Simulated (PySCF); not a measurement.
# The bond of SrS+, level by level, part 2 of 2

PySCF 2.14.0; Sr x2c-SVPall, S x2c-SVPall; spin-free X2C with a Gaussian nucleus. The steps go on from the part before.

**11. LC-ωPBE (range-separated hybrid)**

Log of the SCF at 2.582 Å:

```text
******** <class 'pyscf.dft.uks_symm.SymAdaptedUKS'> ********
method = SymAdaptedUKS
initial guess = minao
damping factor = 0
level_shift factor = 0
DIIS = <class 'pyscf.scf.diis.CDIIS'>
diis_start_cycle = 1
diis_space = 10
diis_damp = 0
SCF conv_tol = 1e-09
SCF conv_tol_grad = None
SCF max_cycles = 60
direct_scf = False
max_memory 909 MB (current use 505 MB)
number electrons alpha = 27  beta = 26
XC library pyscf.dft.libxc version 7.0.0
    S. Lehtola, C. Steigemann, M. J.T. Oliveira, and M. A.L. Marques.,  SoftwareX 7, 1–5 (2018)
XC functionals = LC_WPBE
    O. A. Vydrov and G. E. Scuseria.,  J. Chem. Phys. 125, 234109 (2006)
small_rho_cutoff = 0
Set gradient conv threshold to 3.16228e-05
init E= -3577.4140379744
cycle= 1 E= -3577.41684875954  delta_E= -0.00281  |g|= 0.0277  |ddm|= 0.139
cycle= 2 E= -3577.4171042209  delta_E= -0.000255  |g|= 0.0117  |ddm|= 0.0419
cycle= 3 E= -3577.41715598494  delta_E= -5.18e-05  |g|= 0.00167  |ddm|= 0.0148
cycle= 4 E= -3577.41716051351  delta_E= -4.53e-06  |g|= 0.000481  |ddm|= 0.00497
cycle= 5 E= -3577.41716090875  delta_E= -3.95e-07  |g|= 0.000161  |ddm|= 0.00142
cycle= 6 E= -3577.4171610122  delta_E= -1.03e-07  |g|= 6.24e-05  |ddm|= 0.000821
cycle= 7 E= -3577.41716103025  delta_E= -1.8e-08  |g|= 2.04e-05  |ddm|= 0.000399
cycle= 8 E= -3577.41716103209  delta_E= -1.84e-09  |g|= 5.56e-06  |ddm|= 0.000127
cycle= 9 E= -3577.41716103219  delta_E= -1.07e-10  |g|= 1.94e-06  |ddm|= 2.69e-05
Extra cycle  E= -3577.4171610322  delta_E= -1.05e-11  |g|= 9.93e-07  |ddm|= 5.59e-06
converged SCF energy = -3577.4171610322  <S^2> = 0.75327229  2S+1 = 2.0032696
```

Re = 2.560 Å, ωe = 347 cm⁻¹, ωexe = 1.07 cm⁻¹, αe = 0.000473 cm⁻¹, Be = 0.1097 cm⁻¹, De = 2.84 eV, μ = -9.39 D. 38 s of CPU time for 12 points, integrals apart.

**12. UHF (mean field)**

Output of the SCF at 2.582 Å:

```text
******** <class 'pyscf.scf.uhf_symm.SymAdaptedUHF'> ********
method = SymAdaptedUHF
initial guess = minao
damping factor = 0
level_shift factor = 0
DIIS = <class 'pyscf.scf.diis.CDIIS'>
diis_start_cycle = 1
diis_space = 10
diis_damp = 0
SCF conv_tol = 1e-09
SCF conv_tol_grad = None
SCF max_cycles = 60
direct_scf = False
max_memory 909 MB (current use 505 MB)
number electrons alpha = 27  beta = 26
Overwritten attributes  get_jk get_hcore get_occ get_k get_j  of <class 'pyscf.scf.uhf_symm.SymAdaptedUHF'>
<class 'pyscf.scf.uhf_symm.SymAdaptedUHF'> does not have attributes  refdm
Set gradient conv threshold to 3.16228e-05
init E= -3575.32751224185
cycle= 1 E= -3575.33760103323  delta_E= -0.0101  |g|= 0.0292  |ddm|= 0.183
cycle= 2 E= -3575.33809706623  delta_E= -0.000496  |g|= 0.00675  |ddm|= 0.043
cycle= 3 E= -3575.33813990687  delta_E= -4.28e-05  |g|= 0.00217  |ddm|= 0.011
cycle= 4 E= -3575.33814613054  delta_E= -6.22e-06  |g|= 0.000393  |ddm|= 0.00554
cycle= 5 E= -3575.33814635892  delta_E= -2.28e-07  |g|= 0.000146  |ddm|= 0.000909
cycle= 6 E= -3575.33814640765  delta_E= -4.87e-08  |g|= 4.71e-05  |ddm|= 0.000532
cycle= 7 E= -3575.33814641347  delta_E= -5.82e-09  |g|= 1.31e-05  |ddm|= 0.00021
cycle= 8 E= -3575.33814641402  delta_E= -5.53e-10  |g|= 4.52e-06  |ddm|= 5.5e-05
Extra cycle  E= -3575.33814641407  delta_E= -4.46e-11  |g|= 2.85e-06  |ddm|= 9.14e-06
converged SCF energy = -3575.33814641407  <S^2> = 0.75710012  2S+1 = 2.0070876
```

Re = 2.640 Å, ωe = 322 cm⁻¹, ωexe = 0.892 cm⁻¹, αe = 0.000437 cm⁻¹, Be = 0.1032 cm⁻¹, De = 1.50 eV, μ = -10.37 D.

**13. MP2 and coupled cluster**

Reference: UHF; core orbitals frozen: 14.

The coupled-cluster run at the reference distance, 2.582 Å, printed:

```text
******** <class 'pyscf.cc.uccsd.UCCSD'> ********
CC2 = 0
CCSD nocc = (np.int64(13), np.int64(12)), nmo = (54, 54)
frozen orbitals [[0, 1, 2, 3, 4, 5, 6, 7, 8, 9, 10, 11, 12, 13], [0, 1, 2, 3, 4, 5, 6, 7, 8, 9, 10, 11, 12, 13]]
max_cycle = 80
direct = 0
conv_tol = 1e-07
conv_tol_normt = 1e-05
diis_space = 8
diis_start_cycle = 0
diis_start_energy_diff = 1e+09
max_memory 909 MB (current use 590 MB)
Init t2, MP2 energy = -0.314773990849406
Init E_corr(UCCSD) = -0.314773990862026
cycle = 1  E_corr(UCCSD) = -0.332340620982697  dE = -0.0175666301  norm(t1,t2) = 0.062133
cycle = 2  E_corr(UCCSD) = -0.338022325005465  dE = -0.00568170402  norm(t1,t2) = 0.0202558
cycle = 3  E_corr(UCCSD) = -0.338717346271721  dE = -0.000695021266  norm(t1,t2) = 0.0135911
cycle = 4  E_corr(UCCSD) = -0.339972867120918  dE = -0.00125552085  norm(t1,t2) = 0.00642576
cycle = 5  E_corr(UCCSD) = -0.33987913736448  dE = 9.37297564e-05  norm(t1,t2) = 0.00210463
cycle = 6  E_corr(UCCSD) = -0.339801930754602  dE = 7.72066099e-05  norm(t1,t2) = 0.00105349
cycle = 7  E_corr(UCCSD) = -0.339817251949359  dE = -1.53211948e-05  norm(t1,t2) = 0.000418773
cycle = 8  E_corr(UCCSD) = -0.33982742530221  dE = -1.01733529e-05  norm(t1,t2) = 0.000163279
cycle = 9  E_corr(UCCSD) = -0.339825960453164  dE = 1.46484905e-06  norm(t1,t2) = 7.17715e-05
cycle = 10  E_corr(UCCSD) = -0.339824515570418  dE = 1.44488275e-06  norm(t1,t2) = 2.63942e-05
cycle = 11  E_corr(UCCSD) = -0.339824832206312  dE = -3.16635894e-07  norm(t1,t2) = 1.17242e-05
cycle = 12  E_corr(UCCSD) = -0.339824887112648  dE = -5.49063355e-08  norm(t1,t2) = 5.37994e-06
UCCSD converged
E(UCCSD) = -3575.677971301182  E_corr = -0.3398248871126476
UCCSD(T) correction = -0.00780659879187298
```

Correlation energy (eV) along the bond:

```
R (Å)     MP2  SCS-MP2    CCSD  CCSD(T)     T1
2.220  -8.832   -8.342     n/a      n/a    n/a
2.324  -8.733   -8.258  -9.389   -9.605  0.009
2.427  -8.653   -8.191  -9.320   -9.533  0.009
2.505  -8.604   -8.151  -9.280   -9.492  0.010
2.582  -8.565   -8.119  -9.247   -9.460  0.010
2.659  -8.535   -8.095  -9.222   -9.436  0.011
2.763  -8.505   -8.071  -9.200   -9.416  0.012
2.892  -8.482   -8.055  -9.187   -9.407  0.013
3.047  -8.470   -8.050  -9.187   -9.416  0.015
3.253  -8.468   -8.053     n/a      n/a    n/a
```

UHF-MP2: Re = 2.596 Å, ωe = 326 cm⁻¹, ωexe = 1.05 cm⁻¹, αe = 0.000495 cm⁻¹, Be = 0.1067 cm⁻¹, De = 2.23 eV.

UHF-SCS-MP2: Re = 2.605 Å, ωe = 323 cm⁻¹, ωexe = 1.03 cm⁻¹, αe = 0.000491 cm⁻¹, Be = 0.1060 cm⁻¹, De = 2.21 eV.

UHF-CCSD: Re = 2.605 Å, ωe = 322 cm⁻¹, ωexe = 1.08 cm⁻¹, αe = 0.000501 cm⁻¹, Be = 0.1060 cm⁻¹, De = 2.16 eV.

UHF-CCSD(T): Re = 2.606 Å, ωe = 319 cm⁻¹, ωexe = 1.11 cm⁻¹, αe = 0.000512 cm⁻¹, Be = 0.1059 cm⁻¹, De = 2.23 eV.

**14. All curves**

Energy (eV) from each level's lowest point:

```
R (Å)    UHF  UHF-MP2  UHF-SCS-MP2  UHF-CCSD  UHF-CCSD(T)    LDA    PBE   PW91  r²SCAN   PBE0   MN15  LC-ωPBE
2.220  1.360    1.079        1.123       n/a          n/a  0.806  0.971  0.968   1.022  0.966  0.876    0.941
2.324  0.672    0.490        0.519     0.515        0.512  0.318  0.429  0.426   0.455  0.418  0.359    0.395
2.427  0.265    0.163        0.178     0.177        0.176  0.071  0.133  0.132   0.143  0.124  0.091    0.108
2.505  0.096    0.042        0.049     0.049        0.049  0.000  0.030  0.029   0.033  0.024  0.009    0.015
2.582  0.015    0.000        0.000     0.000        0.000  0.000  0.000  0.000   0.000  0.000  0.000    0.000
2.659  0.000    0.016        0.010     0.010        0.009  0.053  0.025  0.026   0.025  0.033  0.046    0.043
2.763  0.057    0.103        0.090     0.089        0.085  0.181  0.120  0.122   0.123  0.139  0.167    0.163
2.892  0.211    0.280        0.260     0.257        0.249  0.399  0.304  0.307   0.315  0.340  0.381    0.382
3.047  0.474    0.554        0.528     0.519        0.503  0.711  0.579  0.584   0.605  0.637  0.692    0.704
3.253  0.888    0.971        0.940       n/a          n/a  1.157  0.986  0.993   1.038  1.076  1.146    1.181
```

The whole job (state search and all levels along the bond) took 12 min on 1 thread of Arm Neoverse N1 (shared host), peak memory 1.1 GiB.

**15. Constants by level of theory**

What follows sums up all 2 parts.

Lowest PBE0 solution found, without spin–orbit coupling: ²Π (doublet), unpaired electrons π ↑. State 2 has its PBE0 minimum 0.43 eV higher. State 3 has its PBE0 minimum 2.34 eV higher. The other levels ran on the lowest alone.

```
      level  Re (Å)  ωe (cm⁻¹)  De (eV)   μ (D)
        UHF   2.640        322     1.50  -10.37
    UHF-MP2   2.596        326     2.23     n/a
UHF-SCS-MP2   2.605        323     2.21     n/a
   UHF-CCSD   2.605        322     2.16     n/a
UHF-CCSD(T)   2.606        319     2.23     n/a
        LDA   2.542        344     3.50   -7.55
        PBE   2.581        326     3.10   -7.84
       PW91   2.580        327     3.16   -7.80
     r²SCAN   2.583        333     3.09   -8.59
       PBE0   2.572        336     2.92   -8.55
       MN15   2.553        342     3.21   -8.78
    LC-ωPBE   2.560        347     2.84   -9.39
```

De is counted to Sr+ + S in their ground configurations. A positive dipole points from Sr to S; in an ion it is taken about the centre of mass and does not tell which atom is negative.

Differences from CCSD(T) in the same basis:

```
      level  Re (mÅ)  ωe (%)
        UHF      +34    +1.2
    UHF-MP2      -10    +2.3
UHF-SCS-MP2       -1    +1.5
   UHF-CCSD       -1    +1.0
        LDA      -64    +7.9
        PBE      -25    +2.3
       PW91      -26    +2.6
     r²SCAN      -23    +4.6
       PBE0      -34    +5.6
       MN15      -53    +7.5
    LC-ωPBE      -46    +9.0
```

Time per point (s) on 1 thread of Arm Neoverse N1, shared host (CPU time, shared integrals of 1.3 s apart; correlated levels include their reference; CCSD comes with the CCSD(T) run); the times are rough: UHF 0.53, UHF-MP2 1.1, UHF-SCS-MP2 1.1, LDA 0.99, PBE 1.6, PW91 1.9, r²SCAN 2.2, PBE0 2.7, MN15 2.7, LC-ωPBE 3.2; the reference 56.

The cheapest levels within 13 mÅ and 2.5 % of CCSD(T): UHF-SCS-MP2 (1.1 s), UHF-MP2 (1.1 s). The dearest run takes 56 s.

In words: Against CCSD(T) in the same basis, the bond length is nearest at UHF-SCS-MP2 and UHF-CCSD (-1 mÅ) and farthest at LDA (-64 mÅ); the wavenumber is nearest at UHF-CCSD (+1.0 %) and farthest at LC-ωPBE (+9.0 %). CCSD(T) in a basis this small is itself some way from its limit, more so than the functionals. Among the levels with a De in the table, it runs from 1.50 eV (UHF) to 3.50 eV (LDA).

Correlated steps freeze 14 core orbitals. At some levels the lowest empty orbital lies below the highest filled one (the two can be of opposite spin). Spin–orbit coupling is left out.
